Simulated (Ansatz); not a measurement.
# CH7GeN: the cost of one run

Method: RKS B3LYP/def2-SVP, in Ansatz 0.2.0.

## 1. The system as given

Bond lengths: C1–Ge2 1.882 Å, Ge2–N3 1.842 Å, C1–H4 1.076 Å, C1–H5 1.122 Å, C1–H6 1.165 Å, Ge2–H7 1.563 Å, Ge2–H8 1.509 Å, N3–H9 1.046 Å, N3–H10 1.084 Å. Angles (14 of 15 angles, heavy atoms first): C1–Ge2–N3 109.0°, C1–Ge2–H7 109.1°, C1–Ge2–H8 110.9°, N3–Ge2–H7 109.1°, N3–Ge2–H8 108.8°, Ge2–C1–H4 111.9°, Ge2–C1–H5 113.4°, Ge2–C1–H6 111.4°, Ge2–N3–H9 110.3°, Ge2–N3–H10 107.8°, H7–Ge2–H8 110.0°, H4–C1–H5 105.3°, H4–C1–H6 108.6°, H5–C1–H6 105.8°.

As a file:

```xyz
10

C    -0.9827    0.4889   -0.9140
Ge    0.0461   -0.6693    0.1554
N     1.0607    0.3337    1.3208
H    -1.5780   -0.0492   -1.6311
H    -0.3651    1.2040   -1.5186
H    -1.6900    1.1500   -0.2666
H     0.9975   -1.5017   -0.7632
H    -0.8392   -1.5947    0.9544
H     1.7356    0.9330    0.7914
H     1.6981   -0.3457    1.8744
```

## 2. End point A

The input, input.yaml:

```yaml
crystal:
  periodic: [false, false, false]
  atoms:
    - { symbol: C, position_ang: [-0.9827, 0.4889, -0.914] }
    - { symbol: Ge, position_ang: [0.0461, -0.6693, 0.1554] }
    - { symbol: "N", position_ang: [1.0607, 0.3337, 1.3208] }
    - { symbol: H, position_ang: [-1.578, -0.0492, -1.6311] }
    - { symbol: H, position_ang: [-0.3651, 1.204, -1.5186] }
    - { symbol: H, position_ang: [-1.69, 1.15, -0.2666] }
    - { symbol: H, position_ang: [0.9975, -1.5017, -0.7632] }
    - { symbol: H, position_ang: [-0.8392, -1.5947, 0.9544] }
    - { symbol: H, position_ang: [1.7356, 0.933, 0.7914] }
    - { symbol: H, position_ang: [1.6981, -0.3457, 1.8744] }
basis:
  gaussian: { orbitals: def2-SVP }
hamiltonian:
  xc: b3lyp
relax:
  f_tol: 0.015
  max_steps: 40
```

Started as:

```sh
$ ansatz run input.yaml --threads 2 --pin off --max-ram 3072MiB --backend cpu --events-out ev --progress --plain --runs-dir out
```

**Question.** How long does this run take on 2 threads of Intel Xeon Platinum 8488C (Sapphire Rapids), shared host, and how much memory does it need?

About 13 s, with a peak of 0.22 GiB.
